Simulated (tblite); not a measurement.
# C3H13F3OSi5: the cost of one run

Programs: PySCF 2.14.0 with density-fitted response routines of our own, and tblite 0.8.0. All values are computed, except where a source is named. Atoms count from 0 throughout.

### Step 1. The molecule as given

25 atoms, charge 0, multiplicity 1; geometry from: MMFF94s geometry. This is the first candidate.

Bonds of the start (Å): C0–H12 1.10, C0–H13 1.09, C0–H14 1.10, C0–O1 1.41, C10–H22 1.11, C10–H23 1.10, C10–H24 1.09, C4–H16 1.10, C4–H17 1.09, C4–H18 1.09, O1–Si2 1.66, Si2–H15 1.49, Si2–Si3 2.32, Si2–Si9 2.32, Si3–C4 1.85, Si3–F5 1.59, Si3–Si6 2.32, Si6–H19 1.48, Si6–H20 1.49, Si6–Si7 2.31, Si7–F8 1.61, Si7–H21 1.48, Si7–Si9 2.31, Si9–C10 1.83 and more.

### Step 2. GFN2-xTB relaxation, isomer A, conformer 1

What the job is given:

```
{"job": {"xc": "GFN2-xTB", "basis": "xTB", "kind": "relax"}, "charge": 0, "multiplicity": 1}
C     -1.268000     2.856000     0.958900
O     -0.935000     1.484600     0.918400
Si    -0.726500     0.733400    -0.552100
Si     1.517000     0.674600    -1.123300
C      2.502200     1.465500     0.232800
F      1.794900     1.445000    -2.490500
Si     2.087100    -1.563700    -1.279500
Si     0.598500    -2.506400     0.217200
F      0.533300    -4.108600     0.077800
Si    -1.378800    -1.488000    -0.400900
C     -2.699000    -1.720900     0.845200
F     -1.895400    -2.015000    -1.828200
H     -2.257600     3.032500     0.502200
H     -0.504900     3.472000     0.472600
H     -1.347700     3.175900     2.009600
H     -1.550000     1.468100    -1.554100
H      3.576400     1.427700     0.010800
H      2.234600     2.517400     0.336600
H      2.343200     0.985900     1.200100
H      1.864600    -2.069800    -2.652300
H      3.502300    -1.788500    -0.874200
H      0.960600    -2.144000     1.610000
H     -2.384400    -1.354600     1.848600
H     -2.973200    -2.782000     0.948900
H     -3.605200    -1.172700     0.574400
```

Launch:

```
$ OMP_NUM_THREADS=1 python ens_run.py task.json out
```

One launch serves the whole session.

**Question.** How long does this first job take on 1 thread of Arm Neoverse V2, shared host?

About 5.3 s.
